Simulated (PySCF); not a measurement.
# HSb: the cost of one run

The runs use PySCF 2.14.0; method and basis as typed in the scripts.

3 further runs of the same task are left out: 1 for a known fault of the program, 2 that didn't finish.

### Step 1. The system as given

SbH (triplet): 2 atoms, charge 0, spin multiplicity 3.

Bond lengths: Sb1–H2 1.938 Å.

### Step 2. The base run

File input.py:

```python
from pyscf import gto, scf, mp

mol = gto.M(
    atom='Sb 0 0 0; H 0 0 1.938',
    basis='ano-rcc-vdzp',
    charge=0,
    spin=2,
    symmetry=True,
    verbose=4,
)
mf = scf.UHF(mol)
mf = mf.sfx2c1e()
mf.kernel()
mp.MP2(mf).kernel()
mf.dip_moment()
print('orbital energies (hartree):', [e[max(0, n-3):n+3].round(4) for e, n in zip(mf.mo_energy, mol.nelec)])
```

Command:

```bash
$ OMP_NUM_THREADS=1 python input.py
```

**Question.** How long does this run take on 1 thread of Arm Neoverse V1, shared host, and how much memory does it need?

About 4.9 s, with a peak of 0.14 GiB.
